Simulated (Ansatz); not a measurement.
# CH4GaOS radical: how energies converge with the basis set

The task here is to estimate one member of a computed series from the others.

Program: Ansatz 0.2.0, Gaussian basis. Level of theory: one geometry, several basis sets. These are calculated values, not measurements.

The runs, in order: PBE0-D4/def2-SVP; ωB97M-V/def2-SVP; PBE0-D4/def2-QZVPP; ωB97M-V/def2-QZVPP; the functionals' def2-TZVPP values are taken from earlier runs.

## The geometry

An earlier PBE0-D4 in a triple-zeta def2 set relaxation fixed the geometry.

SMILES `C[O][Ga][SH]`, 8 atoms, charge 0, spin multiplicity 2.

Atoms are counted from 1 here; the program's logs count them from 0.

Bond lengths: C1–O2 1.403 Å, C1–H5 1.095 Å, C1–H6 1.095 Å, C1–H7 1.097 Å, O2–Ga3 1.795 Å, Ga3–S4 2.236 Å, S4–H8 1.347 Å. Angles: O2–C1–H5 109.7°, O2–C1–H6 110.0°, O2–C1–H7 113.3°, H5–C1–H6 108.2°, H5–C1–H7 107.8°, H6–C1–H7 107.8°, C1–O2–Ga3 128.2°, O2–Ga3–S4 111.8°, Ga3–S4–H8 89.9°.

Set-up of the first run:

in.yaml reads:

```yaml
crystal:
  periodic: [false, false, false]
  atoms:
    - {symbol: C, position_ang: [-0.526315, 1.274600, 0.519151]}
    - {symbol: O, position_ang: [-0.018384, 0.149960, -0.148153]}
    - {symbol: Ga, position_ang: [0.390807, -1.457685, 0.536974]}
    - {symbol: S, position_ang: [1.153266, -2.858994, -1.029816]}
    - {symbol: H, position_ang: [0.136071, 2.131305, 0.355109]}
    - {symbol: H, position_ang: [-1.516281, 1.528194, 0.124578]}
    - {symbol: H, position_ang: [-0.623644, 1.128807, 1.601726]}
    - {symbol: H, position_ang: [1.004469, -1.896196, -1.959568]}
basis:
  gaussian: {orbitals: def2-SVP}
magnetization: {spin_polarized: true, initial_magnetization: 1}
hamiltonian: {xc: pbe0, dispersion: d4}
output: {orbitals: {seedname: orbitals}}
```

Among the steps run: PBE0-D4 in def2-SVP; ωB97M-V in def2-SVP; PBE0-D4 in def2-QZVPP; ωB97M-V in def2-QZVPP.

One of the session's tables, all rows but one given; the rest of the session is left out.

It belongs to the step «Functionals by basis». 

```
functional       basis  HOMO (eV)  LUMO (eV)
   PBE0-D4    def2-SVP      -6.22      -3.20
   PBE0-D4  def2-TZVPP          ?          ?
   PBE0-D4  def2-QZVPP      -6.33      -3.31
   ωB97M-V    def2-SVP      -8.21      -1.55
   ωB97M-V  def2-TZVPP      -8.28      -1.61
   ωB97M-V  def2-QZVPP      -8.33      -1.72
```

Estimate the missing values for PBE0-D4, def2-TZVPP.

The run gave: HOMO (eV): -6.30; LUMO (eV): -3.27. In the column «HOMO (eV)» it lies between PBE0-D4, def2-QZVPP (-6.33) and PBE0-D4, def2-SVP (-6.22).
